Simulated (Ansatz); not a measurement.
**C₃H₉AlS: one species, many methods**

How much do the methods differ for C₃H₉AlS? The plan is to run it at one geometry with functionals of several rungs and with coupled cluster. The yardstick is the atomisation energy at the CCSD(T) limit.

Computed with Ansatz 0.2.0, Gaussian basis. Level: functionals in def2-TZVPP, the program's frozen cores in correlated methods.

Levels to be run: LDA (SPW92), PBE-D4, revPBE-D4, BLYP-D4, r2SCAN-D4, B97M-V, PBE0-D4, B3LYP-D4, r2SCANh-D4, r2SCAN0-D4, HSE06-D4, BHLYP-D4, CAM-B3LYP-D4, LC-ωPBE, ωB97X-V, ωB97M-V, B2PLYP, PBE-QIDH; CCSD(T)/def2-SVP; CCSD(T)/def2-TZVPP; MP2/def2-QZVPP; extrapolation to the limit; RPA on PBE.

## 1. The geometry

An earlier PBE0-D4 in a triple-zeta def2 set relaxation fixed the geometry.

SMILES `C[CH2][Al]([CH3])[SH]`, 14 atoms, charge 0, spin multiplicity 1.

Atoms are counted from 1 here; the program's logs count them from 0.

Bond lengths: C1–C2 1.526 Å, C1–H6 1.094 Å, C1–H7 1.094 Å, C1–H8 1.094 Å, C2–Al3 1.960 Å, C2–H9 1.098 Å, C2–H10 1.098 Å, Al3–C4 1.949 Å, Al3–S5 2.195 Å, C4–H11 1.092 Å, C4–H12 1.095 Å, C4–H13 1.095 Å, S5–H14 1.344 Å. Angles: C2–C1–H6 112.2°, C2–C1–H7 111.7°, C2–C1–H8 111.7°, H6–C1–H7 107.0°, H6–C1–H8 107.0°, H7–C1–H8 107.0°, C1–C2–Al3 117.4°, C1–C2–H9 110.2°, C1–C2–H10 110.2°, Al3–C2–H9 107.0°, Al3–C2–H10 107.0°, H9–C2–H10 104.3°, C2–Al3–C4 123.8°, C2–Al3–S5 119.3°, C4–Al3–S5 116.9°, Al3–C4–H11 112.5°, Al3–C4–H12 110.9°, Al3–C4–H13 111.0° and more.

Coordinates:

```xyz
14
charge 0, multiplicity 1
C    -0.6795    2.0652   -0.0098
C     0.0180    0.9012    0.6895
Al    0.1333   -0.7972   -0.2817
C     0.9708   -2.4030    0.4371
S    -0.7218   -0.9421   -2.2986
H    -0.6953    2.9684    0.6075
H    -0.1835    2.3276   -0.9486
H    -1.7184    1.8256   -0.2534
H    -0.4707    0.6884    1.6500
H     1.0435    1.1836    0.9637
H     0.9528   -3.2354   -0.2702
H     0.4659   -2.7309    1.3519
H     2.0151   -2.2147    0.7070
H    -1.1430    0.3341   -2.3156
```

## 2. LDA

This LDA is Slater exchange with PW92 correlation.

Contents of in.yaml:

```yaml
crystal:
  periodic: [false, false, false]
  atoms:
    - {symbol: C, position_ang: [-0.679487, 2.065182, -0.009776]}
    - {symbol: C, position_ang: [0.017957, 0.901209, 0.689455]}
    - {symbol: Al, position_ang: [0.133256, -0.797165, -0.281717]}
    - {symbol: C, position_ang: [0.970794, -2.403034, 0.437111]}
    - {symbol: S, position_ang: [-0.721806, -0.942127, -2.298643]}
    - {symbol: H, position_ang: [-0.695256, 2.968398, 0.607532]}
    - {symbol: H, position_ang: [-0.183509, 2.327648, -0.948550]}
    - {symbol: H, position_ang: [-1.718444, 1.825603, -0.253365]}
    - {symbol: H, position_ang: [-0.470713, 0.688420, 1.649962]}
    - {symbol: H, position_ang: [1.043499, 1.183649, 0.963665]}
    - {symbol: H, position_ang: [0.952778, -3.235444, -0.270180]}
    - {symbol: H, position_ang: [0.465864, -2.730931, 1.351863]}
    - {symbol: H, position_ang: [2.015140, -2.214735, 0.706984]}
    - {symbol: H, position_ang: [-1.142974, 0.334129, -2.315640]}
basis:
  gaussian: {orbitals: def2-TZVPP}
hamiltonian: {xc: lda}
output: {orbitals: {seedname: orbitals}}
```

Command:

```
$ ansatz run in.yaml --threads 4 --pin off --events-out ev --progress --plain --max-ram 10444MiB
```

Further steps of the session: PBE-D4 (GGA); revPBE-D4 (GGA); BLYP-D4 (GGA); r2SCAN-D4 (meta-GGA); B97M-V (meta-GGA); B3LYP-D4 (hybrid); r2SCANh-D4 (hybrid); r2SCAN0-D4 (hybrid); HSE06-D4 (hybrid); BHLYP-D4 (hybrid); CAM-B3LYP-D4 (range-separated); LC-ωPBE (range-separated); ωB97X-V (range-separated); ωB97M-V (range-separated); B2PLYP (double hybrid); PBE-QIDH (double hybrid); CCSD(T) in def2-SVP; CCSD(T) in def2-TZVPP; MP2 in def2-QZVPP; RPA on PBE orbitals.

Q: Predict the results of all the runs planned. Wanted: atomisation energy, CCSD(T)/CBS; farthest beyond LDA; mean size of error, GGA; mean size of error, meta-GGA; mean size of error, hybrid; mean size of error, range-separated; mean size of error, double hybrid; gap, smallest and largest; T1 diagnostic.

The runs gave:

| quantity | value |
| --- | --- |
| atomisation energy, CCSD(T)/CBS | 5083.8 kJ/mol |
| functionals within 25.4 kJ/mol (0.5 %) | r2SCAN-D4, PBE0-D4, B3LYP-D4, r2SCANh-D4, HSE06-D4, CAM-B3LYP-D4, ωB97X-V, ωB97M-V, PBE-QIDH |
| farthest beyond LDA | BHLYP-D4 (-103.7 kJ/mol) |
| mean size of error, GGA | 49.8 kJ/mol |
| mean size of error, meta-GGA | 22.7 kJ/mol |
| mean size of error, hybrid | 26.6 kJ/mol |
| mean size of error, range-separated | 14.6 kJ/mol |
| mean size of error, double hybrid | 41.0 kJ/mol |
| gap, smallest and largest | 4.93 eV (LDA (SPW92)), 11.77 eV (LC-ωPBE) |
| T1 diagnostic | 0.0100 |
| triples share of the correlation energy | 3.9 % |

What this shows: LDA overbinds by 620.9 kJ/mol (12 %). PBE-D4 is off by +52.8 kJ/mol. Double hybrids carry the basis error of their MP2 part in triple zeta, and no dispersion term here, so their miss is partly the set-up's. The rungs range-separated, meta-GGA miss on average by less than the doubt on the reference (25.4 kJ/mol), so they tie. The reference freezes the cores and leaves out relativity and excitations past (T), so misses under about 25.4 kJ/mol can't be ranked. Hartree-Fock recovers 76 % of the binding; the rest is correlation. CCSD(T) in def2-SVP is off by -243.6 kJ/mol, so the small basis spoils what the method gains. Orbital gaps span 4.9 to 11.8 eV; exact exchange widens them.
